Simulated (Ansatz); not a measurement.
**CH6AsGaSi: one species, many methods**

How much do the methods differ for CH6AsGaSi? The plan is to run it at one geometry with functionals of several rungs and with coupled cluster, and see how far each lands from CCSD(T) at the basis-set limit for the atomisation energy.

Computed with Ansatz 0.2.0, Gaussian basis. Level: functionals in def2-TZVPP, the program's frozen cores in correlated methods.

Levels to be run: LDA (SPW92), PBE-D4, revPBE-D4, BLYP-D4, r2SCAN-D4, B97M-V, PBE0-D4, B3LYP-D4, r2SCANh-D4, r2SCAN0-D4, HSE06-D4, BHLYP-D4, CAM-B3LYP-D4, LC-ωPBE, ωB97X-V, ωB97M-V, B2PLYP, PBE-QIDH; CCSD(T)/def2-SVP; CCSD(T)/def2-TZVPP; MP2/def2-QZVPP; extrapolation to the limit; RPA on PBE.

## (1) Structure used throughout

All runs share one geometry, relaxed beforehand with PBE0-D4 in a triple-zeta def2 set.

SMILES `[SiH3][As]1[CH2][GaH]1`, 10 atoms, charge 0, spin multiplicity 1.

Atoms are counted from 1 here; the program's logs count them from 0.

Bond lengths: Si1–As2 2.314 Å, Si1–H5 1.580 Å, Si1–H6 1.489 Å, Si1–H7 1.483 Å, As2–C3 2.056 Å, As2–Ga4 2.457 Å, C3–Ga4 1.941 Å, C3–H8 1.086 Å, C3–H9 1.087 Å, Ga4–H10 1.537 Å. Angles: As2–Si1–H5 103.7°, As2–Si1–H6 118.7°, As2–Si1–H7 117.6°, H5–Si1–H6 98.0°, H5–Si1–H7 104.8°, H6–Si1–H7 110.5°, Si1–As2–C3 86.3°, Si1–As2–Ga4 68.3°, C3–As2–Ga4 50.0°, As2–C3–Ga4 75.8°, As2–C3–H8 116.5°, As2–C3–H9 109.2°, Ga4–C3–H8 122.2°, Ga4–C3–H9 116.0°, H8–C3–H9 111.8°, As2–Ga4–C3 54.2°, As2–Ga4–H10 141.2°, C3–Ga4–H10 156.8°.

## (2) LDA

This LDA is Slater exchange with PW92 correlation.

in.yaml

```yaml
crystal:
  periodic: [false, false, false]
  atoms:
    - {symbol: Si, position_ang: [-0.954217, 0.444678, 1.107369]}
    - {symbol: As, position_ang: [1.357172, 0.466184, 0.998912]}
    - {symbol: C, position_ang: [1.171116, -1.014006, -0.415526]}
    - {symbol: Ga, position_ang: [0.341188, 0.536126, -1.237229]}
    - {symbol: H, position_ang: [-1.399146, 0.327631, -0.404074]}
    - {symbol: H, position_ang: [-1.635419, -0.776004, 1.619286]}
    - {symbol: H, position_ang: [-1.631238, 1.665463, 1.609422]}
    - {symbol: H, position_ang: [0.599164, -1.891158, -0.126436]}
    - {symbol: H, position_ang: [2.157781, -1.280473, -0.787032]}
    - {symbol: H, position_ang: [-0.006391, 1.521559, -2.364701]}
basis:
  gaussian: {orbitals: def2-TZVPP}
hamiltonian: {xc: lda}
output: {orbitals: {seedname: orbitals}}
```

On the command line:

```bash
$ ansatz run in.yaml --threads 4 --pin off --events-out ev --progress --plain --max-ram 10444MiB
```

The runs that follow: PBE-D4 (GGA); revPBE-D4 (GGA); BLYP-D4 (GGA); r2SCAN-D4 (meta-GGA); B97M-V (meta-GGA); B3LYP-D4 (hybrid); r2SCANh-D4 (hybrid); r2SCAN0-D4 (hybrid); HSE06-D4 (hybrid); BHLYP-D4 (hybrid); CAM-B3LYP-D4 (range-separated); LC-ωPBE (range-separated); ωB97X-V (range-separated); ωB97M-V (range-separated); B2PLYP (double hybrid); PBE-QIDH (double hybrid); CCSD(T) in def2-SVP; CCSD(T) in def2-TZVPP; MP2 in def2-QZVPP; RPA on PBE orbitals.

Q: Predict the results of all the runs planned. Wanted: atomisation energy, CCSD(T)/CBS; farthest beyond LDA; mean size of error, GGA; mean size of error, meta-GGA; mean size of error, hybrid; mean size of error, range-separated; mean size of error, double hybrid; gap, smallest and largest; T1 diagnostic.

**Answer**, as computed:

| quantity | value |
| --- | --- |
| atomisation energy, CCSD(T)/CBS | 2913.1 kJ/mol |
| functionals within 29.1 kJ/mol (1.0 %) | PBE-D4, r2SCAN-D4, B97M-V, PBE0-D4, r2SCANh-D4, r2SCAN0-D4, HSE06-D4, ωB97X-V, ωB97M-V, PBE-QIDH |
| farthest beyond LDA | BHLYP-D4 (-89.4 kJ/mol) |
| mean size of error, GGA | 39.2 kJ/mol |
| mean size of error, meta-GGA | 12.1 kJ/mol |
| mean size of error, hybrid | 33.1 kJ/mol |
| mean size of error, range-separated | 29.9 kJ/mol |
| mean size of error, double hybrid | 47.4 kJ/mol |
| gap, smallest and largest | 3.50 eV (LDA (SPW92)), 9.68 eV (LC-ωPBE) |
| T1 diagnostic | 0.0135 |
| triples share of the correlation energy | 4.4 % |

LDA overbinds by 408.8 kJ/mol (14 %). PBE-D4 misses by +10.2 kJ/mol. Double hybrids carry the basis error of their MP2 part in triple zeta, and no dispersion term here, so their miss is partly the set-up's. By mean error the best rung here is meta-GGA (12.1 kJ/mol) and the worst beyond LDA is double hybrid (47.4 kJ/mol). GGA functionals lie within the reference's doubt of that worst mean (39.2 kJ/mol), so those two tie. Misses under about 29.1 kJ/mol are within the doubt on the reference itself, which lacks core-valence correlation, relativity and higher excitations, and its outer-core shells are covered unevenly. Hartree-Fock recovers 69 % of the binding; the rest is correlation. CCSD(T) in def2-SVP is off by -235.1 kJ/mol, worse than the median functional, from the basis alone. The gap grows from 3.5 to 9.7 eV across the functionals, mostly with the share of exact exchange. Correlated methods include outer-core shells of As, Ga, which these sets cover unevenly.
